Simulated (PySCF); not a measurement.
# [TcO3]-: relaxation and vibrations of the triplet

Aim: relax [TcO3]- as a triplet from a trigonal pyramidal start, check by its vibrations whether the end is a minimum, and collect its spectrum and constants.

The runs use PySCF 2.14.0; PBE0, basis Tc def2-SVPD with ECP28, O def2-SVPD, scalar-relativistic core potentials, no spin–orbit coupling, density fitting.

### 1 Where the work starts

4 atoms, charge -1, spin multiplicity 3.

Bond lengths: Tc1–O2 1.770 Å, Tc1–O3 1.770 Å, Tc1–O4 1.770 Å. Angles: O2–Tc1–O3 99.8°, O2–Tc1–O4 99.8°, O3–Tc1–O4 99.8°.

Coordinates in bohr (charge -1 multiplicity 3):
```
Tc    0.0000    0.0000   -0.5130
O     2.9532    0.0000    1.0574
O    -1.4766    2.5576    1.0574
O    -1.4766   -2.5576    1.0574
```

### 2 Relaxation: trigonal pyramidal start, triplet

One driver script runs all steps and calls PySCF; scf.py shows how it sets up the SCF of each step. The optimiser is the driver's own. Before each start the driver seeks the lowest SCF state from one or more starting densities and follows internal instabilities, so scf.py alone need not reach the same state.

The program finds C3v symmetry in the start, which this walk keeps.

File scf.py:

```python
from pyscf import gto, scf, dft
mol = gto.M(atom='''
Tc     0.000000     0.000000    -0.271460
O      1.562786     0.000012     0.559540
O     -0.781404     1.353406     0.559540
O     -0.781382    -1.353418     0.559540''',
    basis={'Tc': 'def2-SVPD', 'O': 'def2-SVPD'},
    ecp={'Tc': 'def2-SVPD'},
    charge=-1, spin=2)
mf = dft.UKS(mol, xc='PBE0')
mf.grids.atom_grid = (50, 194)
aux = {'Tc': 'def2-universal-JKFIT', 'O': 'def2-universal-JKFIT'}
mf = mf.density_fit(auxbasis=aux)
mf.kernel()
```

Steps of the walk:

```
step  energy (Eh)  change (kJ/mol)  largest symmetric gradient (Eh/bohr)
   0  -306.100617             0.00                               0.13625
   1  -306.139509          -102.11                               0.03448
   2  -306.147776          -123.82                               0.03217
   3  -306.151333          -133.15                               0.01453
   4  -306.152727          -136.81                               0.00724
   5  -306.153410          -138.61                               0.00383
   6  -306.153757          -139.52                               0.00160
   7  -306.153865          -139.80                               0.00245
   8  -306.153891          -139.87                               0.00146
   9  -306.153898          -139.89                               0.00011
  10  -306.153898          -139.89                               0.00001
```

The walk needed 48 s of wall time on 4 threads, shared host.

After 10 steps and 139.9 kJ/mol it ends at D3h: Tc–O 1.734 Å (×3); O–Tc–O 120.0° (×3). A gradient of 0.0546 Eh/bohr that breaks the symmetry is left: this electronic state wants a lower symmetry.

### 3 Relaxing without the symmetry constraint

The geometry is nudged along the force that breaks the symmetry.

The program finds C2v symmetry in the start, which may break. The walk stops when the largest gradient is under 0.0003 Eh/bohr and the energy has settled too.

scf.py, as its differences from that of step 2:

```diff
@@ -3,4 +3,4 @@
-Tc     0.000000     0.000000    -0.271460
-O      1.562786     0.000012     0.559540
-O     -0.781404     1.353406     0.559540
-O     -0.781382    -1.353418     0.559540''',
+Tc     0.032667     0.000012     0.000000
+O      1.666489     0.000635     0.000005
+O     -0.934820     1.510554    -0.000003
+O     -0.933669    -1.511266    -0.000003''',
```

Steps of the walk:

```
step  energy (Eh)  change (kJ/mol)  largest gradient (Eh/bohr)
   0  -306.149386             0.00                     0.10303
   1  -306.157284           -20.74                     0.01921
   2  -306.157822           -22.15                     0.00408
   3  -306.157873           -22.28                     0.00062
   4  -306.157873           -22.28                     0.00008
```

The walk took 21 s.

Positions (Å) and forces (eV/Å) along the way:

```
step 0
Tc   0.033   0.000   0.000  -5.298  -0.002   0.000
O    1.666   0.001   0.000   3.667   0.001   0.000
O   -0.935   1.511   0.000   0.816  -1.445   0.000
O   -0.934  -1.511   0.000   0.815   1.446   0.000
step 1
Tc  -0.003   0.000   0.000   0.988  -0.001   0.000
O    1.718   0.001   0.000  -0.461  -0.001   0.000
O   -0.943   1.467   0.000  -0.264  -0.097   0.000
O   -0.941  -1.467   0.000  -0.263   0.098   0.000
step 2
Tc   0.014   0.000   0.000   0.210   0.001   0.000
O    1.727   0.001   0.000  -0.059   0.000   0.000
O   -0.955   1.448   0.000  -0.075  -0.050   0.000
O   -0.954  -1.449   0.000  -0.076   0.049   0.000
step 3
Tc   0.021   0.000   0.000  -0.032   0.000   0.000
O    1.733   0.001   0.000   0.022   0.000   0.000
O   -0.962   1.438   0.000   0.005  -0.006   0.000
O   -0.961  -1.439   0.000   0.005   0.007   0.000
step 4
Tc   0.021   0.000   0.000  -0.003   0.000   0.000
O    1.734   0.001   0.000   0.004   0.000   0.000
O   -0.962   1.438   0.000   0.000   0.000   0.000
O   -0.961  -1.439   0.000  -0.001   0.000   0.000
```

End point (C2v, 4 steps, 22.3 kJ/mol gained): Tc–O 1.713 Å, Tc–O 1.742 Å (×2); O–Tc–O 111.3°, O–Tc–O 124.3° (×2).

### 4 Hessian and properties

The point is checked on the finer grid, and tightened if its gradient asks for it. The Hessian and the dipole derivatives come from central differences of analytic gradients, with steps of 0.01 bohr.

scf.py, as its differences from that of step 3:

```diff
@@ -3,4 +3,4 @@
-Tc     0.032667     0.000012     0.000000
-O      1.666489     0.000635     0.000005
-O     -0.934820     1.510554    -0.000003
-O     -0.933669    -1.511266    -0.000003''',
+Tc     0.027476     0.000011     0.000000
+O      1.740252     0.000675     0.000005
+O     -0.955634     1.438105    -0.000003
+O     -0.954518    -1.438847    -0.000003''',
@@ -11 +11 @@
-mf.grids.atom_grid = (50, 194)
+mf.grids.atom_grid = (75, 302)
```

The driver hands on the density of the step before, so the log starts near convergence.

SCF at the final geometry:

```text
init E= -306.157808274604
[... the frontier-level lines of each cycle are left out ...]
cycle= 1 E= -306.157808261163  delta_E= 1.34e-08  |g|= 0.00019  |ddm|= 0.000167
cycle= 2 E= -306.157808111629  delta_E= 1.5e-07  |g|= 0.000633  |ddm|= 0.000557
cycle= 3 E= -306.157808275905  delta_E= -1.64e-07  |g|= 9.36e-06  |ddm|= 0.000429
cycle= 4 E= -306.157808275939  delta_E= -3.44e-11  |g|= 5.92e-07  |ddm|= 6.97e-06
Extra cycle  E= -306.157808275942  delta_E= -2.05e-12  |g|= 6.08e-07  |ddm|= 1.59e-06
converged SCF energy = -306.157808275942  <S^2> = 2.0293603  2S+1 = 3.0195101
```

The whole step took 78 s.

Geometry: C2v; Tc–O 1.713 Å, Tc–O 1.742 Å (×2); O–Tc–O 111.3°, O–Tc–O 124.3° (×2).

Harmonic modes (main isotopes):

```
symmetry  ω (cm⁻¹)  IR (km/mol)  μ (u)     type
      b2      118i          127  19.34     bend
      b1        94         41.5  22.00     bend
      a1       314          0.3  17.34     bend
      b2       727          524  17.78  stretch
      a1       916          132  17.41  stretch
      a1       932          235  18.08  stretch
```

1 mode is imaginary, the largest at 118i cm⁻¹: a saddle point, not a minimum.

Properties at this point:

```yaml
Dipole_moment_about_the_centre_of_mass: 1.13 D
Highest_occupied_level: -0.59 eV
Lowest_empty_level: 1.73 eV
Rotational_constants: 0.2547, 0.217, 0.1172 cm⁻¹
Zero-point_energy_real_modes: 17.8 kJ/mol
Principal_polarisabilities: 44.4, 64.1, 66.4 bohr³
Principal_traceless_quadrupole_moments_about_the_centre_of_mass: -7.67, -6.64, 14.30 D Å
Spin_squared_⟨S²⟩: 2.029
```

Charges (e) and bond orders:

```
atom  Mulliken  Löwdin  polar tensor  spin (Mulliken)  Mayer order to Tc1
 Tc1      1.99    1.03          2.11             1.77                   –
  O2     -0.98   -0.64         -1.01            -0.18                1.19
O3,4     -1.01   -0.69         -1.05             0.20                1.18
```

Mulliken populations on Tc1 (outside its core potential): s 2.32, p 5.85, d 4.76, f 0.07.

### 5 Downhill along the imaginary mode

The atoms are moved a little along the softest imaginary mode and relaxed again.

The program finds Cs symmetry in the start, which this walk keeps. Threshold on the gradient: 0.0003 Eh/bohr, with a further test on the energy change.

scf.py, as its differences from that of step 4:

```diff
@@ -3,4 +3,4 @@
-Tc     0.027476     0.000011     0.000000
-O      1.740252     0.000675     0.000005
-O     -0.955634     1.438105    -0.000003
-O     -0.954518    -1.438847    -0.000003''',
+Tc     0.027451     0.062438     0.000000
+O      1.740349    -0.249325     0.000005
+O     -1.057986     1.370049    -0.000003
+O     -0.852114    -1.506823    -0.000002''',
@@ -11 +11 @@
-mf.grids.atom_grid = (75, 302)
+mf.grids.atom_grid = (50, 194)
```

Energy and gradient, step by step:

```
step  energy (Eh)  change (kJ/mol)  largest symmetric gradient (Eh/bohr)
   0  -306.151868             0.00                               0.06747
   1  -306.157197           -13.99                               0.00637
   2  -306.157930           -15.92                               0.00365
   3  -306.158060           -16.26                               0.00077
   4  -306.158062           -16.26                               0.00028
```

The walk took 24 s.

It settles in C2v symmetry, 16.3 kJ/mol below the start, after 4 steps: Tc–O 1.720 Å (×2), Tc–O 1.757 Å; O–Tc–O 115.2° (×2), O–Tc–O 129.7°.

### 6 Hessian and properties

The same treatment as at the point before.

scf.py, as its differences from that of step 5:

```diff
@@ -3,4 +3,4 @@
-Tc     0.027451     0.062438     0.000000
-O      1.740349    -0.249325     0.000005
-O     -1.057986     1.370049    -0.000003
-O     -0.852114    -1.506823    -0.000002''',
+Tc     0.016119     0.028081     0.000000
+O      1.730061    -0.113671     0.000005
+O     -0.970646     1.436621    -0.000003
+O     -0.858363    -1.495323    -0.000002''',
@@ -11 +11 @@
-mf.grids.atom_grid = (50, 194)
+mf.grids.atom_grid = (75, 302)
```

Log of the central SCF (cycles and frontier levels):

```text
init E= -306.157995297362
[... the frontier-level lines of each cycle are left out ...]
cycle= 1 E= -306.157995264854  delta_E= 3.25e-08  |g|= 0.000296  |ddm|= 0.000273
cycle= 2 E= -306.157994877947  delta_E= 3.87e-07  |g|= 0.00102  |ddm|= 0.000918
cycle= 3 E= -306.15799529955  delta_E= -4.22e-07  |g|= 4.86e-05  |ddm|= 0.000719
cycle= 4 E= -306.157995300512  delta_E= -9.63e-10  |g|= 2.69e-06  |ddm|= 3.29e-05
cycle= 5 E= -306.157995300529  delta_E= -1.61e-11  |g|= 2.7e-06  |ddm|= 8.91e-06
Extra cycle  E= -306.157995300538  delta_E= -9.38e-12  |g|= 6.25e-06  |ddm|= 1.31e-05
converged SCF energy = -306.157995300538  <S^2> = 2.0120059  2S+1 = 3.0079933
```

The whole step needed 88 s of wall time on 4 threads, shared host.

Geometry: C2v; Tc–O 1.720 Å (×2), Tc–O 1.757 Å; O–Tc–O 115.1° (×2), O–Tc–O 129.7°.

Harmonic modes (main isotopes):

```csv
symmetry,ω (cm⁻¹),IR (km/mol),μ (u),type
b2,62,92.7,18.19,bend
b1,79,41.5,21.99,bend
a1,300,1.7,17.79,bend
b2,834,724,18.87,stretch
a1,873,254,19.05,stretch
a1,931,37.3,16.20,stretch
```

All wavenumbers are real: a minimum.

Constants and moments:

* Dipole moment about the centre of mass: 1.17 D
* Highest occupied level: -0.61 eV
* Lowest empty level: 1.74 eV
* Rotational constants: 0.2544, 0.2174, 0.1172 cm⁻¹
* Zero-point energy: 18.4 kJ/mol
* Principal polarisabilities: 44.4, 61.7, 72.3 bohr³
* Principal traceless quadrupole moments about the centre of mass: -7.76, -6.53, 14.28 D Å
* Entropy at 298.15 K and 1 bar (electronic part: spin only): 321.7 J/(mol K)
* Heat capacity Cp at 298.15 K: 63.4 J/(mol K)
* Enthalpy at 298.15 K above 0 K: 15.64 kJ/mol
* Rotational symmetry number: 2
* Spin squared ⟨S²⟩: 2.012

Charges (e) and bond orders:

| atom | Mulliken | Löwdin | polar tensor | spin (Mulliken) | Mayer order to Tc1 |
| --- | --- | --- | --- | --- | --- |
| Tc1 | 1.99 | 1.03 | 2.20 | 1.78 | – |
| O2,3 | -0.99 | -0.66 | -1.09 | -0.05 | 1.19 |
| O4 | -1.01 | -0.71 | -1.01 | 0.32 | 1.18 |

Outer orbital energies (eV). α occupied: -6.11, -5.96, -4.11, -3.69, -3.65, -3.08, -2.32, -0.61; empty: 2.39, 4.12, 4.41, 4.80. β occupied: -6.69, -5.76, -5.36, -4.67, -3.67, -3.52, -3.25, -2.91; empty: 1.74, 3.03, 3.48, 4.43.

Mulliken populations on Tc1 (outside its core potential): s 2.32, p 5.86, d 4.76, f 0.07.

### 7 The points found, side by side

| spin | group | bonds | imaginary modes (cm⁻¹) | ΔE (kJ/mol) | with zero-point energy |
| --- | --- | --- | --- | --- | --- |
| triplet | C2v | Tc–O 1.720 Å (×2), Tc–O 1.757 Å | none | 0.0 | 0.0 |
| triplet | C2v | Tc–O 1.713 Å, Tc–O 1.742 Å (×2) | 118i | 0.5 | – |

### 8 Outcome

```
                                          quantity                                                               value
                                           minimum                                                        triplet, C2v
                                          geometry  Tc–O 1.720 Å (×2), Tc–O 1.757 Å; O–Tc–O 115.1° (×2), O–Tc–O 129.7°
                                wavenumbers (cm⁻¹)            62 (b2), 79 (b1), 300 (a1), 834 (b2), 873 (a1), 931 (a1)
                    dipole moment (centre of mass)                                                              1.17 D
highest occupied, lowest empty level (either spin)                                                      -0.61, 1.74 eV
                        polar-tensor charge of Tc1                                                             +2.20 e
                                 zero-point energy                                                         18.4 kJ/mol
                               entropy at 298.15 K                                                     321.7 J/(mol K)
                                              ⟨S²⟩                                                               2.012
```

What this shows: From C3v at the start the molecule goes to a C2v minimum, after a stop at a saddle point 0.5 kJ/mol higher, from which it was pushed off along an imaginary mode. The strongest infrared band lies at 834 cm⁻¹ (b2, stretch). Most of the spin sits on Tc1 (Mulliken spin 1.78, against 2 for the whole molecule). Only this shape and spin were tried, so other structures or states may lie lower. Modes under about 90 cm⁻¹ are uncertain by tens of cm⁻¹. One determinant may miss the lowest occupation of an open d or f shell.

The search up to here took 4.8 min.
